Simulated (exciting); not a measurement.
# YTi (Pm-3m) in exciting: reference runs

Aim: a first look at YTi with PBE, on the cell as given.

All numbers are computed with exciting (release sodium); they aren't measurements. Logs are shortened: lines on timing, memory, paths and dates and some standing lists are left out, and cuts for length are marked.

## Step 1: Starting point

The structure is cubic, space group Pm-3m (No. 221). The conventional cell has a = 3.567 Å, b = 3.567 Å, c = 3.567 Å, α = 90.00°, β = 90.00°, γ = 90.00°. Around Y (site symmetry m-3m) lie 8 Ti at 3.09 Å. Ti (site symmetry m-3m) is surrounded by 8 Y at 3.09 Å.

The cell was built by a generator and needn't be a form met in nature.

## Step 2: Single point, PBE

File input.xml:

```xml
<input>
  <title>YTi</title>
  <structure speciespath="./" tshift="false">
    <crystal scale="1">
      <basevect>6.740012242617 0.000000000000 0.000000000000</basevect>
      <basevect>0.000000000000 6.740012242617 0.000000000000</basevect>
      <basevect>0.000000000000 0.000000000000 6.740012242617</basevect>
    </crystal>
    <species speciesfile="Y.xml" rmt="2.3">
      <atom coord="0.500000000000 0.500000000000 0.500000000000"/>
    </species>
    <species speciesfile="Ti.xml" rmt="2">
      <atom coord="0.000000000000 0.000000000000 0.000000000000"/>
    </species>
  </structure>
  <groundstate do="fromscratch" ngridk="8 8 8" rgkmax="9" gmaxvr="14" lmaxapw="10" lmaxmat="10" lmaxvr="8" xctype="GGA_PBE" stype="Fermi Dirac" swidth="0.00183747" nempty="18" ValenceRelativity="iora*" epsengy="1e-05" epspot="1e-05" maxscl="60" tforce="true" outputlevel="normal"/>
</input>
```

Potentials or basis: all-electron LAPW+lo, shipped species files, valence relativity iora*.

The run is started by

```bash
> OMP_NUM_THREADS=1 exciting_smp
```

INFO.OUT:

```text
================================================================================
EXCITING SODIUM started
[... 10 lines left out ...]

 Lattice vectors (cartesian) :
      6.7400122426      0.0000000000      0.0000000000
      0.0000000000      6.7400122426      0.0000000000
      0.0000000000      0.0000000000      6.7400122426

 Reciprocal lattice vectors (cartesian) :
      0.9322216460      0.0000000000      0.0000000000
      0.0000000000      0.9322216460      0.0000000000
      0.0000000000      0.0000000000      0.9322216460

 Unit cell volume                           :     306.1836924612
 Brillouin zone volume                      :       0.8101352866

 Species :    1 (Y)
     parameters loaded from                 :    Y.xml
     name                                   :    yttrium
     nuclear charge                         :     -39.00000000
     electronic charge                      :      39.00000000
     atomic mass                            :  162065.45020000
     muffin-tin radius                      :       2.30000000
     # of radial points in muffin-tin       :     400

     atomic positions (lattice) :
       1 :   0.50000000  0.50000000  0.50000000

 Species :    2 (Ti)
     parameters loaded from                 :    Ti.xml
     name                                   :    titanium
     nuclear charge                         :     -22.00000000
     electronic charge                      :      22.00000000
     atomic mass                            :   87256.20311000
     muffin-tin radius                      :       2.00000000
     # of radial points in muffin-tin       :     350

     atomic positions (lattice) :
       1 :   0.00000000  0.00000000  0.00000000

 Total number of atoms per unit cell        :       2

 Spin treatment                             :    spin-unpolarised

 Number of Bravais lattice symmetries       :      48
 Number of crystal symmetries               :      48

 k-point grid                               :       8    8    8
 Total number of k-points                   :      35
 k-point set is reduced with crystal symmetries

 R^MT_min * |G+k|_max (rgkmax)              :       9.00000000
 Species with R^MT_min                      :       2 (Ti)
 Maximum |G+k| for APW functions            :       4.50000000
 Maximum |G| for potential and density      :      14.00000000

 G-vector grid sizes                        :      32    32    32
 Total number of G-vectors                  :   14147

 Maximum angular momentum used for
     APW functions                          :      10
     computing H and O matrix elements      :      10
     potential and density                  :       8
     inner part of muffin-tin               :       2

 Total nuclear charge                       :     -61.00000000
 Total electronic charge                    :      61.00000000
 Total core charge                          :      38.00000000
 Total valence charge                       :      23.00000000

 Number of empty states                     :      18
 Total number of valence states             :      30

 Maximum Hamiltonian size                   :     509
 Maximum number of plane-waves              :     483
 Total number of local-orbitals             :      26

 Exchange-correlation type                  :      20
     Perdew-Burke-Ernzerhof, Phys. Rev. Lett. 77, 3865 (1996)
     Generalised gradient approximation (GGA)

[... 20 lines left out ...]
+ SCF iteration number :    1                                                  +
++++++++++++++++++++++++++++++++++++++++++++++++++++++++++++++++++++++++++++++++
 Total energy                               :     -4237.28985509
 _______________________________________________________________
 Fermi energy                               :         0.31954973
 Kinetic energy                             :      4355.92596935
 Coulomb energy                             :     -8441.41451092
 Exchange energy                            :      -148.86982996
 Correlation energy                         :        -2.93148356
[... 357 lines left out ...]
 RMS change in effective potential (target) :  0.980483E-08  ( 0.100000E-04)
 Absolute change in total energy   (target) :  0.410510E-06  ( 0.100000E-04)
 Charge distance                   (target) :  0.480369E-08  ( 0.100000E-04)
 Abs. change in max-nonIBS-force   (target) :   0.00000      ( 0.500000E-04)

++++++++++++++++++++++++++++++++++++++++++++++++++++++++++++++++++++++++++++++++
| Convergency criteria checked for the last 2 iterations                       +
| Convergence targets achieved. Performing final SCF iteration                 +
++++++++++++++++++++++++++++++++++++++++++++++++++++++++++++++++++++++++++++++++
 Total energy                               :     -4239.50383066
 _______________________________________________________________
 Fermi energy                               :         0.32736588
 Kinetic energy                             :      4354.72361604
 Coulomb energy                             :     -8442.28918926
 Exchange energy                            :      -149.00713483
 Correlation energy                         :        -2.93112260

 DOS at Fermi energy (states/Ha/cell)       :       116.90279951

 Electron charges :
     core                                   :        38.00000000
     core leakage                           :         0.00006566
     valence                                :        23.00000000
     interstitial                           :         5.13849095
     charge in muffin-tin spheres :
                  atom     1     Y          :        36.35635424
                  atom     2    Ti          :        19.50515481
     total charge in muffin-tins            :        55.86150905
     total charge                           :        61.00000000

++++++++++++++++++++++++++++++++++++++++++++++++++++++++++++++++++++++++++++++++
+ Self-consistent loop stopped                                                 +
++++++++++++++++++++++++++++++++++++++++++++++++++++++++++++++++++++++++++++++++
 STATE.OUT is written

--------------------------------------------------------------------------------
- Writing atomic positions and forces                                          -
--------------------------------------------------------------------------------

 Atomic positions (lattice) :
 atom     1   Y  :     0.50000000    0.50000000    0.50000000
 atom     2  Ti  :     0.00000000    0.00000000    0.00000000

 Total atomic forces including IBS (cartesian) :
 atom     1   Y  :     0.00000000    0.00000000    0.00000000
 atom     2  Ti  :    -0.00000000   -0.00000000    0.00000000

 Atomic force components including IBS (cartesian) :
 atom     1   Y  :     0.00000000    0.00000000    0.00000000   HF force
                 :     0.00000000   -0.00000000   -0.00000000   core correction
                 :    -0.00000000   -0.00000000    0.00000000   IBS correction
 atom     2  Ti  :    -0.00000000   -0.00000000    0.00000000   HF force
                 :    -0.00000000    0.00000000    0.00000000   core correction
                 :     0.00000000    0.00000000   -0.00000000   IBS correction

********************************************************************************
[... 7 lines left out ...]
| EXCITING SODIUM stopped                                                      =
================================================================================
```

WARNINGS.OUT:

```text
Inversion symmetry is present. Consider using input%groundstate%solver%type = "inversionsymmetry"
```

Run time: 2.4 min. Hardware: 1 thread of Arm Neoverse V2, shared host; peak memory 0.14 GiB.

What came out:

- Free energy: -115362.8126 eV
- Band gap on the k mesh: none (metal or under the smearing width)
- All electrons inside the program's atomic spheres: Y 36.36; Ti 19.51 (radii Y 2.3, Ti 2.0 bohr)

Levels at points of the mesh, in eV from the Fermi level:
| k point | band 8 | band 9 | band 10 | band 11 | band 12 | band 13 | band 14 | band 15 |
| --- | --- | --- | --- | --- | --- | --- | --- | --- |
| (0.00, 0.00, 0.00) | -21.65 | -5.28 | -1.91 | -1.91 | 0.99 | 0.99 | 0.99 | 3.19 |
| (0.50, 0.00, 0.00) | -21.63 | -2.38 | -2.02 | -0.26 | 0.71 | 0.89 | 0.89 | 1.51 |
| (0.50, 0.50, 0.00) | -21.60 | -2.61 | -1.94 | -0.23 | -0.23 | 1.34 | 1.34 | 2.11 |
| (0.50, 0.50, 0.50) | -21.94 | -0.70 | -0.70 | -0.70 | -0.08 | -0.08 | -0.08 | 2.15 |

Caveat: the log's total energy holds no entropy term; the free energy is that total less TS from the occupations.
